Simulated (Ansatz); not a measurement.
ScIn, space group P4/mmm: relaxations under a series of pressures, run with the Ansatz DFT code, driven from Python.

Script `compress.py`:
```python
"""Cell of ScIn under pressure."""

import ansatz as az
from ase import Atoms
import numpy as np

def edges_and_angles(cell):
    cell = np.asarray(cell)
    a, b, c = np.linalg.norm(cell, axis=1)
    cosines = cell[1] @ cell[2] / (b * c), cell[0] @ cell[2] / (a * c), cell[0] @ cell[1] / (a * b)
    return (a, b, c, *np.degrees(np.arccos(cosines)))

atoms = Atoms(
    ["Sc", "In"],
    scaled_positions=[
        [0.0, 0.0, 0.0],
        [0.5, 0.5, 0.5],
    ],
    cell=[
        [3.194944, 0.0, 0.0],
        [0.0, 3.194944, 0.0],
        [0.0, 0.0, 4.379735],
    ],
    pbc=True,
)
structure = az.Crystal.from_ase(atoms)

base = (
    structure.calculation()
    .functional("PBEsol")
    .kpoints(9, 9, 7)
    .occupations("Marzari-Vanderbilt", width=0.1)
)

# H = F + PV, with 1 GPa A^3 = 1/160.21766 eV
rows = []
for pressure in [0, 10, 20, 30, 40]:
    res = base.relax(cell=True, pressure=pressure, force_tolerance=0.03, max_steps=60).run(threads=1)
    cell = res.lattice.cell_ang
    n_atoms = len(res.lattice.sites)
    volume = abs(np.linalg.det(cell)) / n_atoms
    enthalpy = res.report["free_energy_ev"] / n_atoms + pressure * volume / 160.21766
    rows.append((pressure, volume, enthalpy, *edges_and_angles(cell)))
    print(f"{pressure} GPa done: {volume:.4f} A^3/atom")

print(" P (GPa)  V (A^3/atom)  H (eV/atom)     a       b       c")
for row in rows:
    print("{:8.1f} {:12.4f} {:14.5f} {:7.4f} {:7.4f} {:7.4f}".format(*row[:6]))
p, v = np.array([row[0] for row in rows], float), np.array([row[1] for row in rows])
print("mean bulk modulus between rows (GPa):", np.round(-np.diff(p) / np.diff(np.log(v)), 1))
```

Its results, one of them left out:

| P (GPa) | relaxed V (Å³/atom) |
| --- | --- |
| 0 | 21.559 |
| 10 | 19.365 |
| 20 | 17.967 |
| 30 | 16.932 |
| 40 | ? |

What volume does the cell relax to at 40 GPa?

Murnaghan's form V = V0 (1 + B' P / B0)^(-1/B') through the 4 rows shown gives V0 = 21.557 Å³, B0 = 75.9 GPa and B' = 3.80, and so 16.141 Å³ an atom at 40 GPa. The run gave 16.121 Å³, 0.12 % away.

Notes:
- The run is spin-unpolarised.
- At a fixed pressure a relaxation lowers the enthalpy F + PV, while F alone can rise.
- The mesh is modest for a metal, so energies can be off by several to tens of meV an atom and pressures by half a GPa or more; differences at equal mesh fare better.
- The structure comes from a database of computed cells and needn't be a stable or known phase.
- Symmetry holds the cell in this phase, whether or not it is the stable one at each pressure.
- Finished in 74 s on 1 thread of Arm Neoverse V2 (shared host), peak memory 0.45 GiB.
